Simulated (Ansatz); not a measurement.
# AlInSb2: the cost of one run

Program: Ansatz 0.2.0. Level of theory: DFT LDA, scalar-relativistic, plane waves, PAW. These are calculated values, not measurements.

1 further run of the same task is left out (set aside as unsound or not needed).

## 1. The starting structure

It takes space group P-4m2 (No. 115, tetragonal). The conventional cell has a = 4.438 Å, b = 4.438 Å, c = 6.267 Å, α = 90.00°, β = 90.00°, γ = 90.00°. Around Al (site symmetry -4m2) lie 4 Sb at 2.66 Å. Around In (site symmetry -4m2) lie 4 Sb at 2.78 Å. Sb (site symmetry 2mm) has 2 Al at 2.66 Å and 2 In at 2.78 Å as nearest neighbours.

As a file:

```cif
data_structure
_symmetry_space_group_name_H-M 'P 1'
_symmetry_Int_Tables_number 1
_cell_length_a 4.4376
_cell_length_b 4.4376
_cell_length_c 6.2674
_cell_angle_alpha 90.000
_cell_angle_beta 90.000
_cell_angle_gamma 90.000
_cell_volume 123.42
loop_
_atom_site_label
_atom_site_type_symbol
_atom_site_fract_x
_atom_site_fract_y
_atom_site_fract_z
_atom_site_occupancy
Al1 Al 0.00000 0.00000 0.00000 1
In1 In 0.50000 0.50000 0.50000 1
Sb1 Sb 0.00000 0.50000 0.23397 1
Sb2 Sb 0.50000 0.00000 0.76603 1
```

It goes back to an entry of the Materials Project, which need not be the stable form.

This cell was relaxed beforehand with the same method: volume 30.85 Å³/atom, gap on the mesh 0.54 eV.

## 2. Plan of the line

Atoms count from 1 in the order of the input.

The energy is mapped over a free internal coordinate and the cell.

The axes are (1) shift of Sb3 along [0 0 1], its symmetry partners moved as symmetry demands (measured in the relaxed cell): 5 values from −0.250 Å; (2) c/a of the conventional cell at fixed volume: 5 values from 1.299 to 1.525.

Nothing else is relaxed (all other coordinates fixed). Energies count from the relaxed crystal. Points are written as (first, second).

## 3. Grid point (0.250 Å, 1.299)

input.yaml

```yaml
crystal:
  lattice:
    - [4.5626022301, 0.0, 0.0]
    - [0.0, 4.5626022301, 0.0]
    - [0.0, 0.0, 5.9286453378]
  atoms:
    - { symbol: Al, position: [0.0, 0.0, 0.0] }
    - { symbol: In, position: [0.5, 0.5, 0.5] }
    - { symbol: Sb, position: [0.0, 0.5, 0.2738552522] }
    - { symbol: Sb, position: [0.5, 0.0, 0.7261447478] }
basis:
  ecutwfc: 420
kpoints:
  mp_grid: { grid: [8, 8, 6] }
hamiltonian:
  xc: lda
  pseudopotentials: { kind: paw }
scf:
  occupations: { method: gaussian, width: 0.05 }
output:
  forces: true
  stress: true
  eigenvalues: true
```

The run is started by

```sh
$ ansatz run input.yaml --threads 1 --pin off --max-ram 2048MiB --backend cpu --events-out ev --progress --plain --runs-dir out
```

**Question.** How long does this run take on 1 thread of Arm Neoverse N1, shared host, and how much memory does it need?

About 32 s, with a peak of 0.42 GiB.
